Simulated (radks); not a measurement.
# Er²⁺ in [Xe] 4f12: an all-electron calculation

Aim: the levels, the sizes of the orbitals and the parts of the energy of the erbium ion Er2+.

Program: radks (a radial shooting solver on a logarithmic mesh, Libxc functionals) version 1. Level of theory: scalar-relativistic Kohn-Sham, PBEsol, spin-polarised, spherical densities, point nucleus; open shells are filled with parallel spins first. These are calculated values, not measurements, unless marked.

### Step 1. What is computed

```
element       : erbium (Z = 68)
charge        : +2
electrons     : 66
configuration : [Xe] 4f12
```

Outer shells as boxes (Hund's rule):

Er²⁺
```
[Xe] core
4f [↑↓][↑↓][↑↓][↑↓][↑↓][↑ ][↑ ]
```

### Step 2. The run

Input:

```text
Z 68
configuration [Xe] 4f12
relativity scalar-relativistic
functional pbe_sol,pbe_sol
spin polarised
nucleus point
c 137.035999084
```

Started as:

```console
python run_ks.py task.json out
```

This one command runs every case of the session in turn.

What does the calculation give?

As calculated:

```
                        quantity                     value
                    total energy       -13081.5376 hartree
exchange-correlation share of it                    2.09 %
                            −T/E                    1.0842
          highest occupied level       4f down, -16.666 eV
    most extended occupied level  5p down, <r> = 1.49 bohr
 radius at density 0.001 e/bohr³                 3.34 bohr
    maxima of the radial density                         4
         ionisation energy, NIST      22.70 (semi-emp.) eV
```

The radial density shows 4 maxima for 5 occupied principal shells; where shells overlap, one shows as a shoulder or not at all. −T/E is 1.084: with relativity the kinetic term as defined here no longer equals −E. Minus the highest eigenvalue, 16.666 eV, is 73 % of the tabulated ionisation energy (22.70 eV); the potential of a semilocal functional falls off too fast, so its top eigenvalue is too shallow. Open shells are spherical and high-spin; term and fine-structure splittings are not resolved. Spin-orbit splitting is averaged out at the scalar-relativistic level.
